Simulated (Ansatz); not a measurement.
# CH3BSi2: the cost of one run

All numbers below are computed with Ansatz 0.2.0 (UKS PBE-D4/STO-3G).

## Step 1: The system as given

Bond lengths: B1–Si2 1.837 Å, Si2–C3 1.751 Å, C3–Si4 1.745 Å, B1–H5 1.172 Å, Si4–H6 1.471 Å, Si4–H7 1.477 Å. Angles: B1–Si2–C3 174.6°, Si2–B1–H5 133.3°, Si2–C3–Si4 150.7°, C3–Si4–H6 121.4°, C3–Si4–H7 132.9°, H6–Si4–H7 105.6°.

Coordinates:

```xyz
7

B    -2.2617   -0.6137   -2.0219
Si   -1.1079   -0.1199   -0.6804
C     0.0156    0.1914    0.6263
Si    1.6335    0.1739    1.2789
H    -3.1263   -0.0567   -2.5833
H     1.8758    0.2349    2.7284
H     2.9710    0.1901    0.6520
```

## Step 2: Preparing the start

The input, input.yaml:

```yaml
crystal:
  periodic: [false, false, false]
  atoms:
    - { symbol: B, position_ang: [-2.2617, -0.61371, -2.02187] }
    - { symbol: Si, position_ang: [-1.1079, -0.11994, -0.68043] }
    - { symbol: C, position_ang: [0.01559, 0.19139, 0.62629] }
    - { symbol: Si, position_ang: [1.6335, 0.17388, 1.27889] }
    - { symbol: H, position_ang: [-3.1263, -0.05668, -2.58325] }
    - { symbol: H, position_ang: [1.87579, 0.23495, 2.7284] }
    - { symbol: H, position_ang: [2.97103, 0.19011, 0.65197] }
magnetization:
  spin_polarized: true
basis:
  gaussian: { orbitals: STO-3G }
hamiltonian:
  xc: pbe
  dispersion: d4
relax:
  f_tol: 0.02
  max_steps: 40
output:
  orbitals: {}
```

Command:

```console
$ ansatz run input.yaml --threads 1 --pin off --max-ram 2048MiB --backend cpu --events-out ev --progress --plain --runs-dir out
```

What time and memory should one allow on 1 thread of Arm Neoverse V2, shared host?

About 27 s, with a peak of 0.14 GiB.
